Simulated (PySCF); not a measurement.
# SiCNF2 (SMILES N#C[Si](F)F): UCISD/STO-6G

What is the energy change on altering one bond length of SiCNF2 at UCISD/STO-6G? 

The calculation is run with PySCF 2.14.0.

1 further run of the same task is left out (set aside as unsound or not needed).

## Step 1: Starting point

The species is SiCNF2 (5 atoms), meant as a doublet with charge 0. As SMILES, `N#C[Si](F)F`. Geometry: relaxed at PBE0-D4/def2-TZVP.

Bond lengths: N1–C2 1.152 Å, C2–Si3 1.842 Å, Si3–F4 1.580 Å, Si3–F5 1.580 Å. Angles: N1–C2–Si3 172.4°, C2–Si3–F4 107.6°, C2–Si3–F5 107.6°, F4–Si3–F5 108.8°.

## Step 2: Energy and gradient at UCISD/STO-6G

Contents of input.xyz:

```xyz
5

N      1.426100    -1.103800     1.364300
C      0.743000    -0.566400     0.607500
Si    -0.192800     0.214100    -0.773500
F     -1.655600    -0.382400    -0.757500
F     -0.270900     1.764900    -0.482300
```

Contents of run.py:

```python
# N#C[Si](F)F
import pyscf.grad
from pyscf import gto, ci

mol = gto.M(
    atom='input.xyz',
    max_memory=1860,
    cart=True,
    symmetry=True,
    spin=1,
    verbose=3,
    basis='sto-6g',
)

mf = mol.UHF()
mf.max_cycle = 100
mf.kernel()
if not mf.converged:
    mf = mf.newton().run(mf.mo_coeff, mf.mo_occ)

cisd = ci.CISD(mf, frozen=9)
cisd.kernel()
e_final = cisd.e_tot
print('Final energy', e_final)
grad = cisd.Gradients().kernel()
```

The run is started by

```bash
$ OMP_NUM_THREADS=1 python run.py
```

Output:

```text
converged SCF energy = -577.847696429344  <S^2> = 0.85268306  2S+1 = 2.1001743
E(UCISD) = -578.0452195468573  E_corr = -0.1975231175132417
Final energy -578.0452195468573
<class 'pyscf.grad.ucisd.Gradients'> does not have attributes  state
--------- UCISD gradients for state 0 ----------
         x                y                z
0 N    -0.0216538128     0.0176992722    -0.0291401853
1 C     0.0175187789    -0.0141264998     0.0220256846
2 Si    -0.0325786570     0.0184136469     0.0202451552
3 F     0.0302391985     0.0074277535    -0.0042031082
4 F     0.0064744924    -0.0294141727    -0.0089275462
----------------------------------------------
```

Run time: 7.8 s. Hardware: 1 thread of Intel Xeon Platinum 8488C (Sapphire Rapids), shared host; peak memory 0.13 GiB.

## Step 3: The distorted shape

Contents of start.xyz:

```xyz
5

N      1.418290    -0.948720     1.393420
C      0.735190    -0.411320     0.636620
Si    -0.200610     0.369180    -0.744380
F     -1.663410    -0.227320    -0.728380
F     -0.270900     1.764900    -0.482300
```

Contents of run.py:

```python
import pyscf.grad
from pyscf import gto, ci

molecule = gto.M(
    atom='start.xyz',
    spin=1,
    verbose=3,
    basis='sto-6g',
    max_memory=1860,
    symmetry=True,
    charge=0,
    cart=True,
)

calc0 = molecule.UHF()
calc0.max_cycle = 100
calc0.kernel()
if not calc0.converged:
    calc0 = calc0.newton().run(calc0.mo_coeff, calc0.mo_occ)

cisd = ci.CISD(calc0, frozen=9)
cisd.kernel()
e_tot = cisd.e_tot
print('E = %.10f Eh' % e_tot)
grad = cisd.Gradients().kernel()
```

The run is started by

```bash
$ OMP_NUM_THREADS=1 python run.py
```

Output:

```text
converged SCF energy = -577.816898998393  <S^2> = 0.83735761  2S+1 = 2.0855288
E(UCISD) = -578.0105361238623  E_corr = -0.1936371254689466
E = -578.0105361239 Eh
<class 'pyscf.grad.ucisd.Gradients'> does not have attributes  state
--------- UCISD gradients for state 0 ----------
         x                y                z
0 N    -0.0218442611     0.0178618149    -0.0291790371
1 C     0.0159300757    -0.0110365053     0.0190124341
2 Si    -0.0397313800     0.2064585525     0.0584510032
3 F     0.0291551138     0.0083270717    -0.0044076622
4 F     0.0164904515    -0.2216109338    -0.0438767380
----------------------------------------------
```

Wall time 7.5 s (1 thread of Intel Xeon Platinum 8488C (Sapphire Rapids), shared host); peak memory 0.13 GiB.

## Step 4: Outcome

Level: UCISD/STO-6G, 9 core orbitals frozen.

| quantity | value |
| --- | --- |
| first shape: total energy | -578.04522 Eh |
| first shape: dipole moment (Hartree–Fock density) | 3.24 D |
| first shape: HOMO energy (Hartree–Fock orbitals) (highest over α and β) | -8.00 eV |
| first shape: LUMO energy (Hartree–Fock orbitals) (lowest over α and β) | 4.09 eV |
| first shape: correlation energy (9 core orbitals frozen) | -197.5 mEh |
| first shape: ⟨S²⟩ of the reference determinant | 0.853 |
| first shape: largest force on an atom | 2.188 eV/Å |
| distorted shape: total energy | -578.01054 Eh |
| distorted shape: dipole moment (Hartree–Fock density) | 3.41 D |
| distorted shape: HOMO energy (Hartree–Fock orbitals) (highest over α and β) | -7.69 eV |
| distorted shape: LUMO energy (Hartree–Fock orbitals) (lowest over α and β) | 4.43 eV |
| distorted shape: correlation energy (9 core orbitals frozen) | -193.6 mEh |
| distorted shape: ⟨S²⟩ of the reference determinant | 0.837 |
| distorted shape: largest force on an atom | 11.648 eV/Å |
| energy change with the Si3–F5 bond shortened from 1.580 to 1.422 Å | 0.944 eV |

In words: With the Si3–F5 bond shortened from 1.580 to 1.422 Å the energy rises by 0.94 eV (91.1 kJ/mol). The first shape isn't relaxed at this level, so the change isn't measured from a minimum. The minimal basis adds a large error of its own. The largest force (first shape) is 2.19 eV/Å: the shape isn't a stationary point for this species at this level. ⟨S²⟩ (first shape) is 0.85 where a pure doublet has 0.75: the reference is spin-contaminated. Mulliken charges (distorted shape) of the mean-field density run from -0.39 on F5 to +1.14 on Si3.
